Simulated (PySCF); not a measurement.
**TcS2: quartet, from a PBE minimum start**

Where does quartet TcS2 go from a PBE minimum start, is the end point a minimum, and what are its modes, charges and moments?

Computed with PySCF 2.14.0. Level: PBE, basis Tc def2-SVP with ECP28, S def2-SVP, scalar-relativistic core potentials, no spin–orbit coupling, density fitting.

## Step 1: Where the work starts

3 atoms, charge 0, spin multiplicity 4.

Bond lengths: Tc1–S2 2.106 Å, Tc1–S3 2.106 Å. Angles: S2–Tc1–S3 122.6°.

```xyz
3
charge 0 multiplicity 4
Tc    0.0000    0.3989    0.0000
S     0.0000   -0.6122    1.8474
S     0.0000   -0.6122   -1.8474
```

## Step 2: First SCF at the start

The steps below are one call of a driver around PySCF. For each, scf.py gives the equivalent set-up of the SCF; relaxations use the driver's own optimiser. After this first run the driver tries any further starts and a stability analysis.

Contents of scf.py:

```python
from pyscf import gto, scf, dft
mol = gto.M(atom='''
Tc    -0.000000     0.398863    -0.000000
S      0.000000    -0.612167     1.847376
S      0.000000    -0.612167    -1.847376''',
    basis={'Tc': 'def2-SVP', 'S': 'def2-SVP'},
    ecp={'Tc': 'def2-SVP'},
    charge=0, spin=3)
mf = dft.UKS(mol, xc='PBE')
mf.grids.atom_grid = (50, 194)
aux = {'Tc': 'def2-universal-JKFIT', 'S': 'def2-universal-JKFIT'}
mf = mf.density_fit(auxbasis=aux)
mf.conv_tol = 1e-08
mf.diis_space = 10
mf.max_cycle = 60
mf.init_guess = 'minao'
mf.verbose = 4
mf.kernel()
```

Launch:

```sh
$ OMP_NUM_THREADS=2 python axn.py task.json out
```

Further steps of the session: Relaxation: PBE minimum start, quartet; Is it a minimum? Harmonic modes.

What does the calculation give? Wanted: minimum; geometry; wavenumbers; dipole moment; highest occupied, lowest empty level; polar-tensor charge of Tc1; zero-point energy; atomisation energy; ⟨S²⟩.

**Answer**, as computed:

| quantity | value |
| --- | --- |
| minimum | quartet, C2v |
| geometry | Tc–S 2.106 Å (×2); S–Tc–S 122.6° |
| wavenumbers (cm⁻¹) | 130 (a1), 511 (a1), 545 (b2) |
| dipole moment | 1.43 D |
| highest occupied, lowest empty level (either spin) | -5.48, -4.79 eV |
| polar-tensor charge of Tc1 | +0.74 e |
| zero-point energy | 7.1 kJ/mol |
| entropy at 298.15 K | 304.7 J/(mol K) |
| atomisation energy (no zero-point energy) | 952 kJ/mol |
| ⟨S²⟩ | 3.788 |

In words: The molecule stays C2v, as typed, and the end point is a minimum. In the infrared the band at 545 cm⁻¹ (b2, stretch) leads. Most of the spin sits on Tc1 (Mulliken spin 2.89, against 3 for the whole molecule). Other starts or spin states, not run here, may lie lower. One determinant may miss the lowest occupation of an open d or f shell.
